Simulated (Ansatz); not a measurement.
The system is Na3Cl2.

```
Cl Na
1.0
     1.75995  -10.17026    0.00000
     1.75995   10.17026    0.00000
     0.00000    0.00000    3.52764
Cl Na
2 3
Cartesian
  1.7600 8.4088 1.7638
  1.7600 -8.4088 1.7638
  1.7600 -3.4373 0.0000
  1.7600 3.4373 0.0000
  1.7600 0.0000 0.0000
```

The cell comes from a database or a generator and needn't be the stable form of this composition.

- Program: Ansatz 0.2.0
- Task: single point
- Functional: PBE
- Potentials or basis: Ansatz PAW
- Cutoff: 420 eV (not typed: the program's choice for these potentials)
- k mesh: 8 × 8 × 8
- Occupations: fermi-dirac, width 0.05 eV
- Spin: no spin polarisation

On this cell: pressure 0.1 GPa; largest force 0.009 eV/Å; band gap on the k mesh none (metal or under the smearing width).

The same run follows on a disturbed copy (atoms moved at random, drawn with an rms of 0.05 Å):

```
Cl Na
1.0
     1.75995  -10.17026    0.00000
     1.75995   10.17026    0.00000
     0.00000    0.00000    3.52764
Cl Na
2 3
Cartesian
  1.7111 8.4109 1.8141
  1.7664 -8.4160 1.7638
  1.8119 -3.4241 -0.0214
  1.7794 3.4612 0.0258
  1.7488 -0.0208 0.0232
```

What does the disturbed cell give?

The energy (extrapolated to zero smearing) moves by +0.7 meV/atom; pressure 0.1 GPa; largest force 0.079 eV/Å; band gap on the k mesh none (metal or under the smearing width).

Forces in eV/Å, atoms in the order of the input:
```
Cl   0.024  0.000 -0.016
Cl   0.008  0.016  0.001
Na  -0.027 -0.025  0.015
Na   0.000 -0.070 -0.002
Na  -0.006  0.079  0.003
```

Stress tensor (GPa, compression positive):
```
 0.16  0.05 -0.03
 0.05  0.16 -0.07
-0.03 -0.07 -0.10
```

Caveats: an odd number of electrons without spin polarisation forces a metal; a magnetic or distorted state may lie lower.
